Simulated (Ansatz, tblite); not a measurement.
**The cluster Si₄N₄O₂: which spin state is lowest**

Aim: set other spin states of the cluster Si₄N₄O₂ against its singlet, on many levels of theory.

Method: as each input shows; program: Ansatz 0.2.0, Gaussian basis.

Levels to be run: triplet, at the geometry of the singlet (GFN1-xTB, GFN2-xTB, PBE0-D4/def2-TZVP, PBE-D4/def2-TZVP, r2SCAN-D4/def2-TZVP); the singlet's energies come from earlier runs.

4 further runs of the same task are left out: 2 that didn't finish, 2 set aside as unsound or not needed.

**1. The relaxed structure**

The geometry is that of the singlet, from an earlier relaxation (PBE0-D4/def2-SVP). At that level it is the lowest of the isomers that a small search found.

10 atoms, charge 0, spin multiplicity 1.

Bond lengths: Si1–N6 1.636 Å, Si1–N7 1.653 Å, Si1–N8 1.845 Å, Si2–N6 1.735 Å, Si2–N8 1.806 Å, Si2–O9 1.520 Å, Si3–N5 1.735 Å, Si3–N7 1.806 Å, Si3–O10 1.520 Å, Si4–N5 1.636 Å, Si4–N7 1.845 Å, Si4–N8 1.653 Å. Angles: N6–Si1–N7 169.1°, N6–Si1–N8 96.2°, N7–Si1–N8 94.7°, N6–Si2–N8 94.2°, N6–Si2–O9 138.0°, N8–Si2–O9 127.8° and more.

As a file:

```xyz
10

Si   -1.1086    0.0751    0.4182
Si   -1.5414   -2.2141    0.0201
Si    1.5413    2.2141   -0.0204
Si    1.1086   -0.0751   -0.4182
N     2.4233    0.8663   -0.6644
N    -2.4231   -0.8664    0.6649
N     0.0425    1.2549    0.2883
N    -0.0425   -1.2549   -0.2883
O    -1.7758   -3.6908   -0.2528
O     1.7758    3.6908    0.2526
```

**2. Triplet at the fixed geometry, GFN1-xTB**

Tight binding, by tblite at 300 K electronic temperature and without a spin-polarisation term:

```python
tblite.interface.Calculator('GFN1-xTB', numbers, positions, charge=0, uhf=2).singlepoint()
```

Energy -806.5762 eV; 0.012 s.

**3. Triplet at the fixed geometry, GFN2-xTB**

Tight binding, by tblite at 300 K electronic temperature and without a spin-polarisation term:

```python
tblite.interface.Calculator('GFN2-xTB', numbers, positions, charge=0, uhf=2).singlepoint()
```

Energy -727.0705 eV; 0.016 s.

**4. Triplet at the fixed geometry, PBE0-D4/def2-TZVP**

Contents of in.yaml:

```yaml
crystal:
  periodic: [false, false, false]
  atoms:
    - {symbol: Si, position_ang: [-1.108560, 0.075067, 0.418208]}
    - {symbol: Si, position_ang: [-1.541407, -2.214077, 0.020127]}
    - {symbol: Si, position_ang: [1.541299, 2.214143, -0.020386]}
    - {symbol: Si, position_ang: [1.108552, -0.075069, -0.418176]}
    - {symbol: N, position_ang: [2.423259, 0.866283, -0.664392]}
    - {symbol: N, position_ang: [-2.423102, -0.866395, 0.664851]}
    - {symbol: N, position_ang: [0.042526, 1.254885, 0.288343]}
    - {symbol: N, position_ang: [-0.042523, -1.254893, -0.288288]}
    - {symbol: O, position_ang: [-1.775816, -3.690771, -0.252838]}
    - {symbol: O, position_ang: [1.775772, 3.690828, 0.252560]}
basis:
  gaussian: {orbitals: def2-TZVP}
magnetization: {spin_polarized: true, initial_magnetization: 2}
hamiltonian: {xc: pbe0, dispersion: d4}
scf: {omitted_lower_state_checks: [starts]}
output: {orbitals: {seedname: orbitals}}
```

The run is started by

```console
$ ansatz run in.yaml --threads 4 --pin off --events-out ev --progress --plain --max-ram 4787MiB
```

Output:

```text
Functional definition: PBE0
  name "PBE0"
  cite "Adamo & Barone, J. Chem. Phys. 110, 6158 (1999) doi:10.1063/1.478522"
  cite "Perdew, Burke & Ernzerhof, Phys. Rev. Lett. 77, 3865 (1996) doi:10.1103/PhysRevLett.77.3865"
  parent pbe
  parameter a = 0.25
  parameter kappa = 0.804
  parameter beta = 0.06672455060314922
  exchange = (1 - a)*pbe_x(kappa = kappa, mu = beta*pi^2/3) + a*exact_x
  correlation = pbe_c(beta = beta)
these checks for a lower state are left out or cut short: starts
1994 factors; their error is unknown
the host lacks memory for fits, so the integrals are decomposed
2064 factors; integrals over basis functions are off by at most 1.2e-3 eV
mean field evaluation 1: about -41514.8424 eV, gradient 8.8e1 eV
mean field evaluation 2: about -41362.6205 eV, gradient 1.9e2 eV
mean field evaluation 4: about -41543.0450 eV, gradient 1.1e1 eV
mean field evaluation 8: about -41543.4698 eV, gradient 1.8e0 eV
mean field evaluation 16: about -41543.7242 eV, gradient 3.3e-2 eV
mean field evaluation 32: about -41543.7426 eV, gradient 1.2e-1 eV
mean field -41543.79703862 eV, -1526.7063817722 hartree, gradient 8.2e-6 eV, S^2 2.012374; 0 other end points of the search recorded, 0 dependent functions left out
reference -41543.79707509 eV, -1526.7063831124 hartree; 51, 49 occupied and 283, 285 virtual orbitals, 2064 factors
Total energy: -41544.25105130 eV, -1526.7230664305 hartree
Checks for a lower state left out: starts
```

Run time: 68 s. Hardware: 4 threads of Arm Neoverse V1, shared host; peak memory 1.9 GiB.

From the report: HOMO -5.49 eV, LUMO -7.52 eV (over both spins; with the spin held, an empty level of the minority spin lies below the top filled one); ⟨S²⟩ 2.012 (pure: 2.00).

**5. Triplet at the fixed geometry, PBE-D4/def2-TZVP**

start.molden holds the orbitals of an earlier run on this state, given as this run's starting guess.

in.yaml, as its differences from that of step 4:

```diff
@@ -14,5 +14,5 @@
 basis:
-  gaussian: {orbitals: def2-TZVP}
+  gaussian: {orbitals: def2-TZVP, initial_orbitals: start.molden}
 magnetization: {spin_polarized: true, initial_magnetization: 2}
-hamiltonian: {xc: pbe0, dispersion: d4}
+hamiltonian: {xc: pbe, dispersion: d4}
 scf: {omitted_lower_state_checks: [starts]}
```

Launched as before.

Output:

```text
Functional definition: PBE
  name "PBE"
  cite "Perdew, Burke & Ernzerhof, Phys. Rev. Lett. 77, 3865 (1996) doi:10.1103/PhysRevLett.77.3865"
  parent pbe
  parameter kappa = 0.804
  parameter beta = 0.06672455060314922
  exchange = pbe_x(kappa = kappa, mu = beta*pi^2/3)
  correlation = pbe_c(beta = beta)
these checks for a lower state are left out or cut short: starts
1930 factors; their error is unknown
mean field evaluation 1: about -41542.3221 eV, gradient 1.2e1 eV
mean field evaluation 2: about -41542.6268 eV, gradient 4.8e-1 eV
mean field evaluation 4: about -41542.6116 eV, gradient 1.1e-1 eV
mean field evaluation 8: about -41542.6116 eV, gradient 1.4e-5 eV
mean field evaluation 16: about -41542.6116 eV, gradient 2.0e-5 eV
mean field -41542.61164657 eV, -1526.6628194179 hartree, gradient 3.2e-6 eV, S^2 2.004925; 0 other end points of the search recorded, 0 dependent functions left out
reference -41542.61169511 eV, -1526.6628212018 hartree; 51, 49 occupied and 283, 285 virtual orbitals, 1930 factors
Total energy: -41543.14170887 eV, -1526.6822988481 hartree
Checks for a lower state left out: starts
```

Wall time 15 s (4 threads of Arm Neoverse V1, shared host); peak memory 0.78 GiB.

From the report: HOMO -4.79 eV, LUMO -7.55 eV (over both spins; with the spin held, an empty level of the minority spin lies below the top filled one); ⟨S²⟩ 2.005 (pure: 2.00).

**6. Triplet at the fixed geometry, r2SCAN-D4/def2-TZVP**

in.yaml, as its differences from that of step 5:

```diff
@@ -16,3 +16,3 @@
 magnetization: {spin_polarized: true, initial_magnetization: 2}
-hamiltonian: {xc: pbe, dispersion: d4}
+hamiltonian: {xc: r2scan, dispersion: d4}
 scf: {omitted_lower_state_checks: [starts]}
```

Launched as before.

Output (excerpt; [...] marks lines left out):

```text
Functional definition: r2SCAN
  name "r2SCAN"
  cite "Furness, Kaplan, Ning, Perdew & Sun, J. Phys. Chem. Lett. 11, 8208 (2020) doi:10.1021/acs.jpclett.0c02405"
  cite "Furness, Kaplan, Ning, Perdew & Sun, J. Phys. Chem. Lett. 11, 9248 (2020) doi:10.1021/acs.jpclett.0c03077"
  parent r2scan
[...]
1930 factors; their error is unknown
[...]
mean field -41561.27553720 eV, -1527.3487047476 hartree, gradient 9.6e-6 eV, S^2 2.012567; 0 other end points of the search recorded, 0 dependent functions left out
reference -41561.27555440 eV, -1527.3487053799 hartree; 51, 49 occupied and 283, 285 virtual orbitals, 1930 factors
Total energy: -41561.40142258 eV, -1527.3533309502 hartree
Checks for a lower state left out: starts
```

It took 37 s on 4 threads of Arm Neoverse V1, shared host; peak memory 0.88 GiB.

Report: HOMO -4.91 eV, LUMO -7.70 eV (over both spins; with the spin held, an empty level of the minority spin lies below the top filled one); ⟨S²⟩ 2.013 (pure: 2.00).

**7. Triplet less singlet, vertical**

The singlet's energies are those of its earlier runs, whose logs aren't repeated here.

| level | triplet less singlet, vertical (kJ/mol) | time |
| --- | --- | --- |
| GFN1-xTB | +247.1 | 0.023 s |
| GFN2-xTB | +326.7 | 0.03 s |
| PBE-D4/def2-TZVP | +267.3 | 22 s |
| r2SCAN-D4/def2-TZVP | +290.8 | 49 s |
| PBE0-D4/def2-TZVP | +342.5 | 83 s |

Times add the two runs; a level without a time comes out of a correlated run. Tight binding without a spin term can't rank spin states.

**8. Outcome**

```
                                                quantity                                       value
triplet less singlet, vertical, functionals in def2-TZVP  +267.3 (PBE-D4) to +342.5 kJ/mol (PBE0-D4)
```

All functionals put the triplet above the singlet, over a spread of 75.2 kJ/mol. The checks for a lower triplet were left out, so another state of that spin may lie lower. These are electronic energies, without zero-point motion, entropy or surroundings.
